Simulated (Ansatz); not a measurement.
# ZrHg: the cost of one run

Method: DFT LDA, scalar-relativistic, plane waves, PAW, in Ansatz 0.2.0.

2 further runs of the same task are left out: 2 set aside as unsound or not needed.

## (1) The system as given

It takes space group P4/mmm (No. 123, tetragonal). Conventional cell: a = 3.085 Å, b = 3.085 Å, c = 4.197 Å, α = 90.00°, β = 90.00°, γ = 90.00°. Zr (site symmetry 4/mmm) has 8 Hg at 3.03 Å and 4 Zr at 3.08 Å as nearest neighbours. Around Hg (site symmetry 4/mmm) lie 8 Zr at 3.03 Å and 4 Hg at 3.08 Å.

Coordinates:

```cif
data_structure
_symmetry_space_group_name_H-M 'P4/mmm'
_symmetry_Int_Tables_number 123
_cell_length_a 3.0847
_cell_length_b 3.0847
_cell_length_c 4.1968
_cell_angle_alpha 90.000
_cell_angle_beta 90.000
_cell_angle_gamma 90.000
_cell_volume 39.93
loop_
_atom_site_label
_atom_site_type_symbol
_atom_site_symmetry_multiplicity
_atom_site_Wyckoff_symbol
_atom_site_fract_x
_atom_site_fract_y
_atom_site_fract_z
_atom_site_occupancy
Zr1 Zr 1 d 0.50000 0.50000 0.50000 1
Hg1 Hg 1 a 0.00000 0.00000 0.00000 1
```

It is the result of an earlier relaxation at this level (volume 19.97 Å³/atom; gap on the mesh: none (metal)).

## (2) The cell under 3 GPa

At a set pressure the run lowers the enthalpy E + PV, so the energy alone may rise along the way.

Contents of input.yaml:

```yaml
crystal:
  lattice:
    - [3.0847426118, 0.0, 0.0]
    - [0.0, 3.0847426118, 0.0]
    - [0.0, 0.0, 4.1967569374]
  atoms:
    - { symbol: Zr, position: [0.5, 0.5, 0.5] }
    - { symbol: Hg, position: [0.0, 0.0, 0.0] }
basis:
  ecutwfc: 420
kpoints:
  mp_grid: { grid: [14, 14, 10] }
hamiltonian:
  xc: lda
scf:
  occupations: { method: fermi_dirac, width: 0.15 }
output:
  forces: true
  stress: true
  eigenvalues: true
relax:
  adjacent_minimum: "off"
  f_tol: 0.001
  max_steps: 60
  cell: { stress_tol: 0.02, p_target: 3.0 }
```

Launch:

```
> ansatz run input.yaml --threads 1 --pin off --max-ram 3072MiB --backend cpu --events-out ev --progress --plain --runs-dir out
```

Q: Estimate wall time and peak memory on 1 thread of Arm Neoverse V1, shared host.

About 55 s, with a peak of 0.44 GiB.
